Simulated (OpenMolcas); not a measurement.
# One shape, several levels: BCl2F (dichlorofluoroborane)

We compute a comparison of 6 runs (B3LYP/6-31G*, B3LYP/def2-SVP, M06-2X/6-311+G**, SOS-MP2/pc-1, CCSD(T)/6-31G*) of BCl2F (dichlorofluoroborane). 

The calculation is run with OpenMolcas 26.06.

2 further runs of the same task are left out: 2 set aside as unsound or not needed.

**1. The molecule**

BCl2F: 4 atoms, total charge 0, spin state singlet. As SMILES, `FB(Cl)Cl`. The shape is that of a GFN2-xTB optimisation.

Bond lengths: F1–B2 1.323 Å, B2–Cl3 1.711 Å, B2–Cl4 1.711 Å. Angles: F1–B2–Cl3 118.2°, F1–B2–Cl4 118.1°, Cl3–B2–Cl4 123.7°.

**2. Energy and forces at B3LYP/6-31G(d) (spherical functions) (run 1)**

calc.inp

```
>>> EXPORT MOLCAS_PRINT=2
&GATEWAY
BasLib = $CurrDir
BasisSet
F.6-31Gs....
F1 0.114530 -1.157550 -0.772510 angstrom
End of Basis
BasisSet
B.6-31Gs....
B2 0.005090 -0.058900 -0.043290 angstrom
End of Basis
BasisSet
Cl.6-31Gs....
Cl3 -1.540110 0.360660 0.561040 angstrom
Cl4 1.420490 0.855790 0.254760 angstrom
End of Basis
&SEWARD
GridInput
Grid=UltraFine
End of Grid
&SCF
KSDFT = B3LYP
Thresholds = 1e-10 1e-07 1e-07 1e-05
PrOrbitals = 1 1
&ALASKA
```

The basis set 6-31G* is read from a file made from the Basis Set Exchange's data (not shown).

Command:

```sh
$ export MOLCAS_MEM=1860
$ pymolcas calc.inp > calc.log
```

The program printed:

```text
--- Start Module: gateway ---
[...]
--- Stop Module: gateway /rc=_RC_ALL_IS_WELL_ ---
[...]
      Basis functions           64
[...]
--- Start Module: scf ---
[...]
       Convergence after  13 Iterations
[...]
::    Total KS-DFT energy                           -1045.2158584084
[...]
      Total spin, S                                     0.0000000000
[...]
      Total electronic charge=   48.000000
      Total            charge=   -0.000000
[...]
      Dipole Moment (debye):
      Origin of the operator (angstrom)=   -0.0195    0.1991    0.1338
                   X= -1.6372E-02               Y=  1.2836E-01               Z=  7.3777E-02           Total=  1.4895E-01
      Quadrupole Moment (debye*angstrom):
[...]
--- Stop Module: scf /rc=_RC_ALL_IS_WELL_ ---
[...]
--- Start Module: alaska ---
[...]
 *              Molecular gradients               *
 **************************************************
  Irreducible representation: a
 ------------------------------------------------------------------------------------------
                              X                       Y                       Z
 ------------------------------------------------------------------------------------------
  F1                1.64052912868806E-04    1.73054301413345E-04    4.99331005137549E-04
  B2               -2.19310182940631E-03    2.03615643969646E-02    1.26989256460501E-02
  CL3               1.95094242439566E-02   -7.11401997170125E-03   -8.47349726847746E-03
  CL4              -1.74803753274126E-02   -1.34205987266931E-02   -4.72475938263672E-03
 ------------------------------------------------------------------------------------------
--- Stop Module: alaska /rc=_RC_ALL_IS_WELL_ ---
[...]
```

It took 13 s on 1 thread of Arm Neoverse V1, shared host; peak memory 0.4 GiB.

**3. Energy and forces at B3LYP/def2-SVP (run 2)**

coord.xyz

```xyz
4

F      0.114530    -1.157550    -0.772510
B      0.005090    -0.058900    -0.043290
Cl    -1.540110     0.360660     0.561040
Cl     1.420490     0.855790     0.254760
```

run.inp

```
* BCl2F Kohn-Sham DFT
&GATEWAY
BASLIB=$CurrDir
COORD=coord.xyz
BASIS=def2-SVP
GROUP=NoSym
&SEWARD
GRIDINPUT
Grid=UltraFine
End of Grid
&SCF
KSDFT=B3LYP
THRESHOLDS=1e-10 1e-07 1e-07 1e-05
PRORBITALS=1 2
&ALASKA
```

The basis set def2-SVP is read from a file made from the Basis Set Exchange's data (not shown).

Command:

```sh
$ export MOLCAS_MEM=1860
$ pymolcas run.inp > run.log
```

The program printed:

```text
--- Start Module: gateway ---
[...]
--- Stop Module: gateway /rc=_RC_ALL_IS_WELL_ ---
[...]
      Basis functions           64
[...]
--- Start Module: scf ---
[...]
       Convergence after  13 Iterations
[...]
::    Total KS-DFT energy                           -1044.8795578805
[...]
      Total spin, S                                     0.0000000000
[...]
      Total electronic charge=   48.000000
      Total            charge=   -0.000000
[...]
      Dipole Moment (debye):
      Origin of the operator (angstrom)=   -0.0195    0.1991    0.1338
                   X= -4.4268E-02               Y=  4.1412E-01               Z=  2.6603E-01           Total=  4.9420E-01
      Quadrupole Moment (debye*angstrom):
[...]
--- Stop Module: scf /rc=_RC_ALL_IS_WELL_ ---
[...]
--- Start Module: alaska ---
[...]
 *              Molecular gradients               *
 **************************************************
  Irreducible representation: a
 ------------------------------------------------------------------------------------------
                              X                       Y                       Z
 ------------------------------------------------------------------------------------------
  F1                2.92532645710830E-04   -1.11731669263548E-03   -3.64821648965119E-04
  B2               -2.23398886130823E-03    2.07320861178900E-02    1.29540405308100E-02
  CL3               1.88730742026024E-02   -6.75364031660841E-03   -8.10797650305872E-03
  CL4              -1.69316179869803E-02   -1.28611291085949E-02   -4.48124237880565E-03
 ------------------------------------------------------------------------------------------
--- Stop Module: alaska /rc=_RC_ALL_IS_WELL_ ---
[...]
```

It took 11 s on 1 thread of Arm Neoverse V1, shared host; peak memory 0.4 GiB.

Runs 3 to 5 aren't shown in full; the table further down has their settings and results.

**4. A single-point energy at CCSD(T)/6-31G(d) (spherical functions) (run 6)**

mol.inp

```
&GATEWAY
  BasLib=$CurrDir
  BasisSet
  F.6-31Gs....
  F1 0.114530 -1.157550 -0.772510 angstrom
  End of Basis
  BasisSet
  B.6-31Gs....
  B2 0.005090 -0.058900 -0.043290 angstrom
  End of Basis
  BasisSet
  Cl.6-31Gs....
  Cl3 -1.540110 0.360660 0.561040 angstrom
  Cl4 1.420490 0.855790 0.254760 angstrom
  End of Basis

&SEWARD

&SCF
  Thresholds=1e-10 1e-07 1e-07 1e-05
  PrOrbitals=1 1

&RASSCF
  FileOrb=$Project.ScfOrb
  Spin=1
  Nactel=0 0 0
  Inactive=24
  Ras2=0
  OutOrbitals=Canonical
  OrbListing=Few

&MOTRA
  JobIph
  Frozen=12

&CCSDT
  CCT
  Triples=2
  Iterations=80
  Accuracy=1e-08
  Extrapolation=5 4
```

The basis set 6-31G* is read from a file made from the Basis Set Exchange's data (not shown).

Command:

```sh
$ export MOLCAS_MEM=1860
$ pymolcas mol.inp > mol.log
```

The program printed:

```text
--- Start Module: gateway ---
[...]
--- Stop Module: gateway /rc=_RC_ALL_IS_WELL_ ---
[...]
      Basis functions           64
[...]
       Convergence after  13 Iterations
[...]
::    Total SCF energy                              -1043.2263910219
[...]
      Total spin, S                                     0.0000000000
[...]
      Number of active orbitals                  0
[...]
      Spin quantum number                      0.0
[...]
      Active orbitals                            0
[...]
      Number of CSFs                             1
[...]
      Number of root(s) required                 1
[...]
      Convergence after  4 iterations
[...]
      Natural orbitals and occupation numbers for root  1
      ************************************************************************************************************************
      *                                                    Final results                                                     *
      ************************************************************************************************************************
[...]
::    RASSCF root number  1 Total energy:  -1043.22639102
[...]
      Total electronic charge=   48.000000
      Total            charge=   -0.000000
[...]
      Dipole Moment (debye):
      Origin of the operator (angstrom)=   -0.0195    0.1991    0.1338
                   X= -2.7247E-02               Y=  2.2833E-01               Z=  1.3527E-01           Total=  2.6679E-01
      Quadrupole Moment (debye*angstrom):
[...]
--- Start Module: motra ---
[...]
      *** WARNING: Default frozen orbitals is overwritten by user input.
      *** Default values:  12
[...]
--- Stop Module: motra /rc=_RC_ALL_IS_WELL_ ---
--- Start Module: ccsdt ---
[...]
      Convergence after                    15  Iterations
      Total energy (diff) :   -1043.75467787      -0.00000000
[...]
 METHOD                       : CCSD+T(CCSD)+<T3(1)WT1> = CCSD(T)
[...]
       CCSD     =     -1043.7546778738192
[...]
--- Stop Module: ccsdt /rc=_RC_ALL_IS_WELL_ ---
[...]
```

Run time: 14 s. Hardware: 1 thread of Arm Neoverse V1, shared host; peak memory 0.4 GiB.

**5. All runs side by side**

| run | level | Cartesian functions | integral approximation | energy (Eh) | dipole moment (D) of the reference | HOMO energy (eV) | LUMO energy (eV) | wall time |
| --- | --- | --- | --- | --- | --- | --- | --- | --- |
| 1 | B3LYP/6-31G* (spherical functions) | no | none | -1045.215858 | 0.15 | -9.06 | -0.90 | 13 s |
| 2 | B3LYP/def2-SVP | no | none | -1044.879558 | 0.49 | -8.93 | -0.74 | 11 s |
| 3 | B3LYP/6-31G* (Cartesian functions) | yes | none | -1045.223913 | 0.15 | -9.06 | -0.90 | 14 s |
| 4 | M06-2X/6-311+G** | no | none | -1045.225212 | 0.47 | -10.93 | -0.13 | 34 s |
| 5 | SOS-MP2/pc-1 (RICD fitting) | no | RICD | -1043.689400 | 0.38 | -13.06 | 2.91 | 2.4 s |
| 6 | CCSD(T)/6-31G* (spherical functions) | no | none | -1043.768094 | 0.27 | -12.91 | 3.22 | 14 s |

**6. What came out**

| quantity | value |
| --- | --- |
| run 6: total energy | -1043.76809 Eh |
| run 6: dipole moment (mean-field density) | 0.27 D |
| run 6: HOMO energy (Hartree–Fock orbitals) | -12.91 eV |
| run 6: LUMO energy (Hartree–Fock orbitals) | 3.22 eV |
| run 6: HOMO–LUMO gap (Hartree–Fock orbitals) | 16.13 eV |
| run 6: correlation energy (12 core orbitals frozen) | -541.7 mEh |
| run 6: (T) correction | -13.42 mEh |

**Reading.** Over runs 1, 2, 3, 4 the dipole moment (its size) runs from 0.15 D (B3LYP/6-31G*) to 0.49 D (B3LYP/def2-SVP). Over runs 1, 2, 3, 4 the HOMO–LUMO gap runs from 8.16 eV (B3LYP/6-31G*) to 10.80 eV (M06-2X/6-311+G**). The two ends differ in method and basis. Totals of different functionals can't be ranked against each other. All runs together took 89 s, the longest 34 s.
